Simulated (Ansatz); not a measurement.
# C₅H₅BF₃N: taking an electron away

One table from this session's results is given with a row withheld; the runs are named, their logs left out.

Program: Ansatz 0.2.0, Gaussian basis. Level of theory: unrestricted cation, the program's frozen cores in correlated methods. These are calculated values, not measurements.

The runs, in order: UKS PBE-D4/def2-TZVPP; UKS r2SCAN-D4/def2-TZVPP; UKS PBE0-D4/def2-TZVPP; UKS B3LYP-D4/def2-TZVPP; UKS wB97X-V/def2-TZVPP; UKS wB97M-V/def2-TZVPP; UKS B2PLYP/def2-TZVPP; UHF-CCSD(T)/def2-TZVPP; UHF-MP2/def2-QZVPP; extrapolation to the limit; then −ε(HOMO) from the neutral's earlier runs with LDA (SPW92), PBE-D4, revPBE-D4, BLYP-D4, r2SCAN-D4, B97M-V, PBE0-D4, B3LYP-D4, r2SCANh-D4, r2SCAN0-D4, HSE06-D4, BHLYP-D4, CAM-B3LYP-D4, LC-ωPBE, ωB97X-V, ωB97M-V.

### Structure used throughout

All runs share one geometry, relaxed beforehand with PBE0-D4 in a triple-zeta def2 set.

SMILES `F[B-](F)(F)[n+]1ccccc1`, 15 atoms, charge 0, spin multiplicity 1.

Atoms are counted from 1 here; the program's logs count them from 0.

Bond lengths: F1–B2 1.371 Å, B2–F3 1.372 Å, B2–F4 1.371 Å, B2–N5 1.658 Å, N5–C6 1.333 Å, N5–C10 1.333 Å, C6–C7 1.380 Å, C6–H11 1.082 Å, C7–C8 1.386 Å, C7–H12 1.082 Å, C8–C9 1.385 Å, C8–H13 1.084 Å, C9–C10 1.380 Å, C9–H14 1.082 Å, C10–H15 1.082 Å. Angles: F1–B2–F3 113.3°, F1–B2–F4 113.3°, F1–B2–N5 104.9°, F3–B2–F4 114.0°, F3–B2–N5 105.1°, F4–B2–N5 105.1°, B2–N5–C6 119.7°, B2–N5–C10 119.8°, C6–N5–C10 120.4°, N5–C6–C7 121.4°, N5–C6–H11 115.5°, C7–C6–H11 123.1°, C6–C7–C8 118.8°, C6–C7–H12 119.7°, C8–C7–H12 121.5°, C7–C8–C9 119.2°, C7–C8–H13 120.4°, C9–C8–H13 120.4° and more.

Set-up of the first run:

File in.yaml:

```yaml
crystal:
  periodic: [false, false, false]
  atoms:
    - {symbol: F, position_ang: [-1.125767, -1.419071, -2.303906]}
    - {symbol: B, position_ang: [-0.405840, -0.254145, -2.238109]}
    - {symbol: F, position_ang: [0.827116, -0.344995, -2.831957]}
    - {symbol: F, position_ang: [-1.126224, 0.850478, -2.614742]}
    - {symbol: N, position_ang: [-0.092620, -0.036279, -0.624713]}
    - {symbol: C, position_ang: [0.993081, -0.586878, -0.082512]}
    - {symbol: C, position_ang: [1.253303, -0.483387, 1.268527]}
    - {symbol: C, position_ang: [0.360349, 0.210465, 2.069106]}
    - {symbol: C, position_ang: [-0.763881, 0.778585, 1.492125]}
    - {symbol: C, position_ang: [-0.959039, 0.634278, 0.133797]}
    - {symbol: H, position_ang: [1.646544, -1.104774, -0.772145]}
    - {symbol: H, position_ang: [2.144247, -0.939334, 1.679320]}
    - {symbol: H, position_ang: [0.539957, 0.309000, 3.133222]}
    - {symbol: H, position_ang: [-1.483948, 1.330498, 2.081462]}
    - {symbol: H, position_ang: [-1.807269, 1.055549, -0.389485]}
basis:
  gaussian: {orbitals: def2-TZVPP}
total_charge: 1
magnetization: {spin_polarized: true, initial_magnetization: 1}
hamiltonian: {xc: pbe, dispersion: d4}
```

Steps of the session up to this table: Cation, UKS PBE-D4/def2-TZVPP; Cation, UKS r2SCAN-D4/def2-TZVPP; Cation, UKS PBE0-D4/def2-TZVPP; Cation, UKS B3LYP-D4/def2-TZVPP; Cation, UKS wB97X-V/def2-TZVPP; Cation, UKS wB97M-V/def2-TZVPP; Cation, UKS B2PLYP (frozen core)/def2-TZVPP; Cation, UHF-CCSD(T)/def2-TZVPP; Cation, UHF-MP2/def2-QZVPP.

One table of the session follows, with a row left open; its other results are not shown here.

Orbital estimates, from the neutral's runs:

| functional | −ε(HOMO) (eV) |
| --- | --- |
| LDA (SPW92) | 8.04 |
| PBE-D4 | 7.77 |
| revPBE-D4 | 7.68 |
| BLYP-D4 | 7.71 |
| r2SCAN-D4 | 8.10 |
| B97M-V | 8.04 |
| PBE0-D4 | 8.92 |
| B3LYP-D4 | 8.70 |
| r2SCANh-D4 | 8.48 |
| r2SCAN0-D4 | 9.05 |
| HSE06-D4 | 8.53 |
| BHLYP-D4 | ? |
| CAM-B3LYP-D4 | 10.15 |
| LC-ωPBE | 11.47 |
| ωB97X-V | 11.09 |
| ωB97M-V | 11.01 |

**Question.** Estimate the row for BHLYP-D4.

Worked estimate for «−ε(HOMO) (eV)». Against the share of exact exchange, BLYP-D4 (0, 7.71), B3LYP-D4 (0.2, 8.70) give a slope of 4.95 per unit share; at 0.5 the line stands at 10.18.

The run gave: −ε(HOMO) (eV): 9.71. In «−ε(HOMO) (eV)» the line misses by +0.47.
